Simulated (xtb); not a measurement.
# C2H7AlSi (SMILES C=C[SiH2][AlH2]) at GFN2-xTB (ALPB phenol, hydrogen mass 1 u, md dump 10 fs, md scc accuracy 0.5, md temperature 300 K)

Wanted: molecular dynamics of C2H7AlSi. 

The results are computed with xtb 6.7.1.

4 further runs of the same task are left out: 4 set aside as unsound or not needed.

### 1 The structure to begin with

C2H7AlSi: 11 atoms, total charge 0, spin state singlet. As SMILES, `C=C[SiH2][AlH2]`. All atoms were displaced at random from a relaxed shape. The run starts from this shape.

Bond lengths: C1–C2 1.321 Å, C2–Si3 1.914 Å, Si3–Al4 2.437 Å, C1–H5 1.101 Å, C1–H6 1.083 Å, C2–H7 1.090 Å, Si3–H8 1.485 Å, Si3–H9 1.464 Å, Al4–H10 1.562 Å, Al4–H11 1.596 Å. Some angles: C1–C2–Si3 120.9°, C2–Si3–Al4 94.7°, C1–C2–H7 119.8°, Si3–C2–H7 119.2°, C2–C1–H5 119.6°, C2–C1–H6 124.6°, C2–Si3–H8 104.1°, C2–Si3–H9 106.1°, Al4–Si3–H8 121.9°, Al4–Si3–H9 125.4°.

### 2 A short trajectory at GFN2-xTB (ALPB phenol, hydrogen mass 1 u, md dump 10 fs, md scc accuracy 0.5, md temperature 300 K)

The input, detailed.inp:

```
$chrg 0
$spin 0
$md
   temp=300
   time=0.1
   step=1
   dump=10
   hmass=1
   shake=0
   sccacc=0.5
$scc
   guess=goedecker
$end
```

The input, input.xyz:

```xyz
11
start
C     -0.58495700     1.45974600    -0.28666500
C     -0.28785700     0.93925200     0.89076700
Si     0.14169900    -0.91807600     1.06592700
Al     0.67262200    -1.22315900    -1.29238300
H     -0.61654700     0.81081300    -1.17513200
H     -0.84124700     2.49894500    -0.45202000
H     -0.24365200     1.58012300     1.77132600
H     -1.07102000    -1.51456700     1.68076800
H      1.10001200    -1.01068700     2.16893800
H      1.60242300    -0.25671800    -2.09247600
H      0.22998000    -2.43736600    -2.22898700
```

Launch:

```bash
$ xtb input.xyz -I detailed.inp --md --alpb phenol > input.out 2> xtb.err
```

**Question.** What will come out? Wanted: potential energy of the last frame.

**Answer.** As computed:

At GFN2-xTB (ALPB phenol, hydrogen mass 1 u, md dump 10 fs, md scc accuracy 0.5, md temperature 300 K):

| quantity | value |
| --- | --- |
| potential energy of the last frame | -10.56507 Eh |
